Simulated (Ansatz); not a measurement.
# CH4Cl2GaN: one species, many methods

The task here is to estimate one member of a computed series from the others.

Method: functionals in def2-TZVPP, the program's frozen cores in correlated methods; program: Ansatz 0.2.0, Gaussian basis.

Plan: LDA (SPW92), PBE-D4, revPBE-D4, BLYP-D4, r2SCAN-D4, B97M-V, PBE0-D4, B3LYP-D4, r2SCANh-D4, r2SCAN0-D4, HSE06-D4, BHLYP-D4, CAM-B3LYP-D4, LC-ωPBE, ωB97X-V, ωB97M-V, B2PLYP, PBE-QIDH; CCSD(T)/def2-SVP; CCSD(T)/def2-TZVPP; MP2/def2-QZVPP; extrapolation to the limit; RPA on PBE.

### Structure used throughout

All runs share one geometry, relaxed beforehand with PBE0-D4 in a triple-zeta def2 set.

SMILES `C[NH][Ga]([Cl])[Cl]`, 9 atoms, charge 0, spin multiplicity 1.

Atoms are counted from 1 here; the program's logs count them from 0.

Bond lengths: C1–N2 1.446 Å, C1–H6 1.096 Å, C1–H7 1.096 Å, C1–H8 1.091 Å, N2–Ga3 1.792 Å, N2–H9 1.007 Å, Ga3–Cl4 2.127 Å, Ga3–Cl5 2.125 Å. Angles: N2–C1–H6 111.9°, N2–C1–H7 111.9°, N2–C1–H8 109.9°, H6–C1–H7 108.1°, H6–C1–H8 107.4°, H7–C1–H8 107.4°, C1–N2–Ga3 126.9°, C1–N2–H9 114.7°, Ga3–N2–H9 118.4°, N2–Ga3–Cl4 120.0°, N2–Ga3–Cl5 120.7°, Cl4–Ga3–Cl5 119.2°.

The first run:

File in.yaml:

```yaml
crystal:
  periodic: [false, false, false]
  atoms:
    - {symbol: C, position_ang: [-0.289405, -1.201572, 0.533740]}
    - {symbol: N, position_ang: [0.227429, 0.148679, 0.552484]}
    - {symbol: Ga, position_ang: [0.245869, 1.312112, -0.810688]}
    - {symbol: Cl, position_ang: [-0.552261, 0.750967, -2.700579]}
    - {symbol: Cl, position_ang: [1.058804, 3.260207, -0.565569]}
    - {symbol: H, position_ang: [-1.102895, -1.337249, 1.254943]}
    - {symbol: H, position_ang: [0.488956, -1.940254, 0.754873]}
    - {symbol: H, position_ang: [-0.688072, -1.433455, -0.455522]}
    - {symbol: H, position_ang: [0.611566, 0.440565, 1.436318]}
basis:
  gaussian: {orbitals: def2-TZVPP}
hamiltonian: {xc: lda}
output: {orbitals: {seedname: orbitals}}
```

The run is started by

```console
ansatz run in.yaml --threads 4 --pin off --events-out ev --progress --plain --max-ram 10444MiB
```

Steps of the session up to this table: LDA; PBE-D4 (GGA); revPBE-D4 (GGA); BLYP-D4 (GGA); r2SCAN-D4 (meta-GGA); B97M-V (meta-GGA); PBE0-D4 (hybrid); B3LYP-D4 (hybrid); r2SCANh-D4 (hybrid); r2SCAN0-D4 (hybrid); HSE06-D4 (hybrid); BHLYP-D4 (hybrid); CAM-B3LYP-D4 (range-separated); LC-ωPBE (range-separated); ωB97X-V (range-separated); ωB97M-V (range-separated); B2PLYP (double hybrid); PBE-QIDH (double hybrid).

One table of the session follows, with a row left open; its other results are not shown here.

It belongs to the step «Frontier levels by functional». 

```
  functional  HOMO (eV)  gap (eV)
 LDA (SPW92)      -6.17      3.97
      PBE-D4      -6.00      4.09
   revPBE-D4      -5.93      4.16
     BLYP-D4      -5.88      4.02
   r2SCAN-D4      -6.27      4.66
      B97M-V      -6.33      4.63
     PBE0-D4      -7.32      6.37
    B3LYP-D4      -7.10      5.83
  r2SCANh-D4      -6.76      5.49
  r2SCAN0-D4      -7.51      6.74
    HSE06-D4      -6.92      5.59
    BHLYP-D4      -8.58      8.54
CAM-B3LYP-D4          ?         ?
     LC-ωPBE     -10.12     11.49
     ωB97X-V      -9.75     10.91
     ωB97M-V      -9.64     10.59
```

**Question.** Estimate the row for CAM-B3LYP-D4.

**Answer.** HOMO (eV): -8.73; gap (eV): 8.76. In the column «HOMO (eV)» it lies between ωB97M-V (-9.64) and BHLYP-D4 (-8.58).
